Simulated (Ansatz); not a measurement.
# Alloy of MgO and CaO (12 of 64 Mg sites exchanged), 128 atoms

Aim: relax the alloy cell and compare the gap by PBEsol, HSE06 and r²SCAN.

Program: Ansatz 0.2.0, PAW, plane waves. These are calculated values, not measurements.

### Step 1. Starting point

128 atoms (64 O, 12 Ca, 52 Mg); a = 12.217 Å, b = 12.217 Å, c = 12.217 Å, α = 60.00°, β = 60.00°, γ = 60.00°. All atoms were shaken off their sites by about 0.02 Å along each axis.

Steps to follow: (2) PBEsol cell relaxation at the single k point (½, ½, ½), on 1 × NVIDIA GB200 with 8 threads of Arm Neoverse-V2; (3) HSE06 single point at the Γ point alone, on 1 × NVIDIA GB200 with 8 threads of Arm Neoverse-V2; (4) r²SCAN single point at the Γ point alone, on 1 × NVIDIA GB200 with 8 threads of Arm Neoverse-V2.

### Step 2. Relaxing cell and atoms with PBEsol

Contents of in.yaml:

```yaml
crystal:
  lattice:
    - [0.000000, 8.639022, 8.639022]
    - [8.639022, 0.000000, 8.639022]
    - [8.639022, 8.639022, 0.000000]
  atoms:
    - { symbol: O, position: [0.372989, 0.124434, 0.124181] }
    - { symbol: O, position: [0.877000, 0.124501, 0.125287] }
    - { symbol: O, position: [0.126935, 0.371807, 0.372048] }
    - { symbol: O, position: [0.376937, 0.626412, 0.125720] }
    - { symbol: O, position: [0.375613, 0.125338, 0.624428] }
    - { symbol: O, position: [0.626045, 0.374326, 0.372656] }
    - { symbol: O, position: [0.874969, 0.625044, 0.125888] }
    - { symbol: O, position: [0.879120, 0.126110, 0.622250] }
    - { symbol: O, position: [0.126616, 0.874856, 0.374669] }
    - { symbol: O, position: [0.125310, 0.373761, 0.875858] }
    - { symbol: O, position: [0.374263, 0.625221, 0.624308] }
    - { symbol: O, position: [0.626283, 0.874516, 0.374052] }
    - { symbol: O, position: [0.621407, 0.376267, 0.874004] }
    - { symbol: O, position: [0.871436, 0.623765, 0.628733] }
    - { symbol: O, position: [0.124462, 0.877411, 0.873905] }
    - { symbol: O, position: [0.626039, 0.873486, 0.876652] }
    - { symbol: O, position: [0.125459, 0.375362, 0.124641] }
    - { symbol: O, position: [0.372021, 0.129916, 0.373446] }
    - { symbol: O, position: [0.621689, 0.375945, 0.125794] }
    - { symbol: O, position: [0.878660, 0.124091, 0.375310] }
    - { symbol: O, position: [0.125470, 0.876372, 0.123136] }
    - { symbol: O, position: [0.127815, 0.373845, 0.623423] }
    - { symbol: O, position: [0.372642, 0.626980, 0.373284] }
    - { symbol: O, position: [0.627550, 0.873511, 0.123063] }
    - { symbol: O, position: [0.379574, 0.126639, 0.872319] }
    - { symbol: O, position: [0.625932, 0.375689, 0.626877] }
    - { symbol: O, position: [0.876081, 0.625157, 0.373641] }
    - { symbol: O, position: [0.874664, 0.124010, 0.876340] }
    - { symbol: O, position: [0.127607, 0.874411, 0.621247] }
    - { symbol: O, position: [0.374856, 0.619546, 0.877370] }
    - { symbol: O, position: [0.623767, 0.875930, 0.624994] }
    - { symbol: O, position: [0.874369, 0.626256, 0.877138] }
    - { symbol: O, position: [0.126598, 0.128461, 0.371314] }
    - { symbol: O, position: [0.375224, 0.375360, 0.125011] }
    - { symbol: O, position: [0.624536, 0.121587, 0.375923] }
    - { symbol: O, position: [0.876085, 0.377520, 0.117883] }
    - { symbol: O, position: [0.124970, 0.624492, 0.374818] }
    - { symbol: O, position: [0.374645, 0.877423, 0.125785] }
    - { symbol: O, position: [0.127660, 0.122230, 0.874749] }
    - { symbol: O, position: [0.372079, 0.376384, 0.625885] }
    - { symbol: O, position: [0.628404, 0.624029, 0.374151] }
    - { symbol: O, position: [0.874418, 0.875207, 0.121581] }
    - { symbol: O, position: [0.625196, 0.129725, 0.874983] }
    - { symbol: O, position: [0.875807, 0.373483, 0.627063] }
    - { symbol: O, position: [0.123377, 0.625260, 0.876048] }
    - { symbol: O, position: [0.375776, 0.869803, 0.629261] }
    - { symbol: O, position: [0.625111, 0.621556, 0.878204] }
    - { symbol: O, position: [0.875778, 0.878251, 0.620237] }
    - { symbol: O, position: [0.125541, 0.125877, 0.126698] }
    - { symbol: O, position: [0.624506, 0.121519, 0.129573] }
    - { symbol: O, position: [0.127586, 0.624207, 0.126784] }
    - { symbol: O, position: [0.126417, 0.121897, 0.625542] }
    - { symbol: O, position: [0.372455, 0.372669, 0.377829] }
    - { symbol: O, position: [0.623638, 0.626968, 0.125430] }
    - { symbol: O, position: [0.620645, 0.127243, 0.625548] }
    - { symbol: O, position: [0.874708, 0.374317, 0.375579] }
    - { symbol: O, position: [0.126909, 0.627835, 0.621139] }
    - { symbol: O, position: [0.372241, 0.875663, 0.376842] }
    - { symbol: O, position: [0.372472, 0.374457, 0.878612] }
    - { symbol: O, position: [0.627746, 0.625419, 0.624475] }
    - { symbol: O, position: [0.872173, 0.873657, 0.374382] }
    - { symbol: O, position: [0.876921, 0.374756, 0.877158] }
    - { symbol: O, position: [0.376084, 0.874059, 0.877988] }
    - { symbol: O, position: [0.875557, 0.876982, 0.871688] }
    - { symbol: Ca, position: [0.996881, 0.001774, 0.001135] }
    - { symbol: Ca, position: [0.250311, 0.248877, 0.251710] }
    - { symbol: Ca, position: [0.749347, 0.250464, 0.250497] }
    - { symbol: Ca, position: [0.753412, 0.251212, 0.747986] }
    - { symbol: Ca, position: [0.000226, 0.000812, 0.250204] }
    - { symbol: Ca, position: [0.749953, 0.247009, 0.000256] }
    - { symbol: Ca, position: [0.752353, 0.750394, 0.998980] }
    - { symbol: Ca, position: [0.000787, 0.498111, 0.750784] }
    - { symbol: Ca, position: [0.753476, 0.747384, 0.498796] }
    - { symbol: Ca, position: [0.751326, 0.499079, 0.752488] }
    - { symbol: Ca, position: [0.001921, 0.749418, 0.251413] }
    - { symbol: Ca, position: [0.499216, 0.749148, 0.750054] }
    - { symbol: Mg, position: [0.500958, 0.000058, 0.998702] }
    - { symbol: Mg, position: [0.001161, 0.503419, 0.998512] }
    - { symbol: Mg, position: [0.998863, 0.001603, 0.498152] }
    - { symbol: Mg, position: [0.502346, 0.498134, 0.002221] }
    - { symbol: Mg, position: [0.498161, 0.002638, 0.499890] }
    - { symbol: Mg, position: [0.999564, 0.497104, 0.503791] }
    - { symbol: Mg, position: [0.248852, 0.749752, 0.250371] }
    - { symbol: Mg, position: [0.251734, 0.250423, 0.750964] }
    - { symbol: Mg, position: [0.497492, 0.500850, 0.500133] }
    - { symbol: Mg, position: [0.751699, 0.747460, 0.248299] }
    - { symbol: Mg, position: [0.252735, 0.749528, 0.749644] }
    - { symbol: Mg, position: [0.745576, 0.756642, 0.747818] }
    - { symbol: Mg, position: [0.249249, 0.250325, 0.001605] }
    - { symbol: Mg, position: [0.503941, 0.997721, 0.248216] }
    - { symbol: Mg, position: [0.997856, 0.496552, 0.253789] }
    - { symbol: Mg, position: [0.248583, 0.752382, 0.002790] }
    - { symbol: Mg, position: [0.001039, 0.999479, 0.749750] }
    - { symbol: Mg, position: [0.249659, 0.247788, 0.500245] }
    - { symbol: Mg, position: [0.497848, 0.499574, 0.250524] }
    - { symbol: Mg, position: [0.499776, 0.002202, 0.750997] }
    - { symbol: Mg, position: [0.751027, 0.251765, 0.499974] }
    - { symbol: Mg, position: [0.249716, 0.749515, 0.500448] }
    - { symbol: Mg, position: [0.497990, 0.504193, 0.750657] }
    - { symbol: Mg, position: [0.000604, 0.251884, 0.998933] }
    - { symbol: Mg, position: [0.250686, 0.999507, 0.250127] }
    - { symbol: Mg, position: [0.500163, 0.249120, 0.004707] }
    - { symbol: Mg, position: [0.751196, 0.002251, 0.248214] }
    - { symbol: Mg, position: [0.002664, 0.751356, 0.998808] }
    - { symbol: Mg, position: [0.998482, 0.249267, 0.502804] }
    - { symbol: Mg, position: [0.250953, 0.502306, 0.249664] }
    - { symbol: Mg, position: [0.501924, 0.751229, 0.998983] }
    - { symbol: Mg, position: [0.248758, 0.003061, 0.750429] }
    - { symbol: Mg, position: [0.502061, 0.250239, 0.498571] }
    - { symbol: Mg, position: [0.753557, 0.499021, 0.247519] }
    - { symbol: Mg, position: [0.751190, 0.998044, 0.749142] }
    - { symbol: Mg, position: [0.998969, 0.748322, 0.499764] }
    - { symbol: Mg, position: [0.246618, 0.501758, 0.752701] }
    - { symbol: Mg, position: [0.504317, 0.746656, 0.498350] }
    - { symbol: Mg, position: [0.247837, 0.001984, 0.001251] }
    - { symbol: Mg, position: [0.751819, 0.000643, 0.999633] }
    - { symbol: Mg, position: [0.000808, 0.248573, 0.249256] }
    - { symbol: Mg, position: [0.251907, 0.497983, 0.998207] }
    - { symbol: Mg, position: [0.249482, 0.001851, 0.500859] }
    - { symbol: Mg, position: [0.498753, 0.252438, 0.246674] }
    - { symbol: Mg, position: [0.749233, 0.497713, 0.000764] }
    - { symbol: Mg, position: [0.750015, 0.002419, 0.499544] }
    - { symbol: Mg, position: [0.002048, 0.245772, 0.751678] }
    - { symbol: Mg, position: [0.248773, 0.504250, 0.501272] }
    - { symbol: Mg, position: [0.498153, 0.751060, 0.250230] }
    - { symbol: Mg, position: [0.498388, 0.246070, 0.749414] }
    - { symbol: Mg, position: [0.748758, 0.500564, 0.500221] }
    - { symbol: Mg, position: [0.000988, 0.752690, 0.746619] }
kpoints:
  mp_grid: { grid: [1, 1, 1], shift: [0.5, 0.5, 0.5] }
hamiltonian:
  xc: pbesol
scf:
  occupations: { method: fermi_dirac, width: 0.01 }
relax:
  f_tol: 0.03
  max_steps: 80
  escape_saddle: false
  adjacent_minimum: "off"
  cell: { fix: [shape] }
output:
  forces: true
  eigenvalues: true
  populations: true
```

On the command line:

```sh
ansatz run in.yaml --threads 8 --pin off --max-ram 118750MiB --runs-dir r --events-out ev --progress --plain --backend cuda --devices 0, --max-vram 170GiB
```

After this run come: HSE06 single point; r²SCAN on the same atoms.

**Question.** What will these runs give? Wanted: for each run, top filled to lowest empty.

As calculated:

```
             level         time   k points  top filled to lowest empty (eV)
PBEsol, relaxation  7.2 s (GPU)  (½, ½, ½)                             5.17
             HSE06   35 s (GPU)          Γ                             6.06
            r²SCAN  4.6 s (GPU)          Γ                             5.20
```

| quantity | value |
| --- | --- |
| relaxation | 7 recorded steps, 6.32 eV gained |
| largest shift | 0.24 Å (O60) |
| relaxed cell | a = 12.266 Å, b = 12.266 Å, c = 12.266 Å, α = 60.00°, β = 60.00°, γ = 60.00° |
| mean bonds | Ca–O 2.257, Mg–O 2.149 Å |

**Reading.** Relaxation gains 6.32 eV, with shifts up to 0.24 Å (O60), while the volume changes by +1.2 %. The mean lengths of the listed bonds run from Mg–O 2.15 Å to Ca–O 2.26 Å. At the same k points, r²SCAN gives a spacing 0.86 eV smaller than the 6.06 eV of HSE06. The relaxation ran on other k points, so part of any difference from the later rows can come from the mesh. The HSE06 single point took about 7.6 times as long as the r²SCAN one on the same kind of device. With one k point the spacing samples only the states that fold onto it, so it can exceed the gap over the zone.
